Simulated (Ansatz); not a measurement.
Wanted: the native input for an Ansatz 0.2.0 run.

```yaml
Task: relaxation of cell and atoms
Functional: PBEsol
Dispersion: D4
Potentials_or_basis: Ansatz PAW
Cutoff: "420 eV (not typed: the program's choice for these potentials)"
k_mesh: 9 × 9 × 9
Occupations: fermi-dirac, width 0.05 eV
Spin: no spin polarisation
```

Crystal: NbSi.

```xyz
2
Lattice="0.0000 2.5738 2.5738 2.5738 0.0000 2.5738 2.5738 2.5738 0.0000" Properties=species:S:1:pos:R:3 pbc="T T T"
Nb    0.0000    0.0000    0.0000
Si    2.5738    2.5738    2.5738
```

The cell was built by a generator and needn't be a form met in nature.

One way to write it, as run:

input.yaml

```yaml
crystal:
  lattice:
    - [0.0, 2.57383, 2.57383]
    - [2.57383, 0.0, 2.57383]
    - [2.57383, 2.57383, 0.0]
  atoms:
    - { symbol: Nb, position: [0.0, 0.0, 0.0] }
    - { symbol: Si, position: [0.5, 0.5, 0.5] }
hamiltonian:
  xc: pbesol
  pseudopotentials: { kind: paw }
  dispersion: d4
kpoints:
  mp_grid: { grid: [9, 9, 9] }
scf:
  occupations: { method: fermi_dirac, width: 0.05 }
output:
  forces: true
  stress: true
  eigenvalues: true
relax:
  f_tol: 0.01
  max_steps: 40
  cell: { stress_tol: 0.05 }
```

Potentials or basis: Ansatz PAW.

Launch:

```bash
$ ansatz run input.yaml --threads 2 --pin off --max-ram 5632MiB --backend cpu --events-out ev --progress --plain --runs-dir out
```

It gave:

```yaml
Relaxed_volume: 16.35 Å³/atom
Relaxed_cell: a = 3.590 Å, b = 3.590 Å, c = 3.590 Å, α = 60.00°, β = 60.00°, γ = 60.00°
Space_group_after_relaxing_to_0.05_Å: Fm-3m (No. 225)
Energy_gained_by_relaxing: 14.3 meV/atom
Ionic_steps: 5
Pressure_after_relaxing: 0.0 GPa
Band_gap_on_the_k_mesh: none (metal or under the smearing width)
```

Caveat: the plane-wave basis is chosen anew once the cell has moved, so the energies of steps on either side of that aren't comparable; pairwise dispersion overbinds metals, which lowers pressure and volume; the PAW data sets come from PBE, with cores solved anew for the run's functional, which leaves a small shift of forces and pressure.

Wall time 3 s on 2 threads of Arm Neoverse V2, with other jobs on the host, peak memory 0.3 GiB.
